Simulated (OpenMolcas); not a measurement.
# MP2/6-31G(d) (spherical functions) run of C8H7N (indole)

Aim: the energy of C8H7N (indole). 

Program for the calculation: OpenMolcas 26.06.

8 further runs of the same task are left out: 8 set aside as unsound or not needed.

## 1. The system as given

C8H7N: 16 atoms, total charge 0, spin state singlet. As SMILES, `c1ccc2[nH]ccc2c1`. The coordinates come from a GFN2-xTB relaxation.

Some bond lengths: C1–C2 1.398 Å, C2–C3 1.378 Å, C3–C4 1.389 Å, C4–N5 1.365 Å, N5–C6 1.368 Å, C6–C7 1.360 Å, C4–C8 1.417 Å, C7–C8 1.423 Å, C1–C9 1.376 Å, C8–C9 1.395 Å, C1–H10 1.080 Å, C2–H11 1.080 Å, C3–H12 1.081 Å, N5–H13 1.006 Å, C6–H14 1.074 Å, C7–H15 1.072 Å. Some angles: C1–C2–C3 121.3°, C2–C1–C9 121.4°, C2–C3–C4 117.5°, C3–C4–N5 130.6°, C3–C4–C8 121.8°, N5–C4–C8 107.5°, C4–N5–C6 109.0°, N5–C6–C7 109.9°, C6–C7–C8 107.0°, C4–C8–C7 106.5°.

## 2. The energy at MP2/6-31G(d) (spherical functions)

Contents of job.inp:

```
* C8H7N MP2

&GATEWAY
  BasLib
  $CurrDir
  Coord
  16
  angstrom
  C        0.420800      -1.409750       1.618420
  C        1.509650      -1.388160       0.741710
  C        1.514160      -0.580720      -0.375170
  C        0.395660       0.211690      -0.599080
  N        0.117840       1.094660      -1.602350
  C       -1.119740       1.637220      -1.388100
  C       -1.662630       1.119730      -0.253390
  C       -0.715320       0.200880       0.279610
  C       -0.690300      -0.627010       1.402040
  H        0.459680      -2.058700       2.481380
  H        2.362450      -2.018320       0.947050
  H        2.355600      -0.563430      -1.052880
  H        0.725420       1.313360      -2.373280
  H       -1.523180       2.360360      -2.071370
  H       -2.621260       1.357850       0.162760
  H       -1.528830      -0.649660       2.082650
  Basis
  6-31Gs
  Group
  NoSym

&SEWARD

&SCF
  PrOrbitals
  0

&MBPT2
  Frozen
  8
```

The basis set 6-31G* is read from a file made from the Basis Set Exchange's data (not shown).

Run with:

```bash
$ export MOLCAS_MEM=1860
$ pymolcas job.inp > job.log
```

What values should one expect? Wanted: total energy; dipole moment; HOMO energy; LUMO energy; HOMO–LUMO gap; correlation energy.

Computed results:

At MP2/6-31G* (spherical functions), 8 core orbitals frozen:

| quantity | value |
| --- | --- |
| total energy | -362.62892 Eh |
| dipole moment (mean-field density) | 2.14 D |
| HOMO energy (Hartree–Fock orbitals) | -7.50 eV |
| LUMO energy (Hartree–Fock orbitals) | 3.72 eV |
| HOMO–LUMO gap (Hartree–Fock orbitals) | 11.22 eV |
| correlation energy (8 core orbitals frozen) | -1163.2 mEh |

Mulliken charges of the mean-field density run from -0.85 on N5 to +0.40 on H13; they depend strongly on the basis.
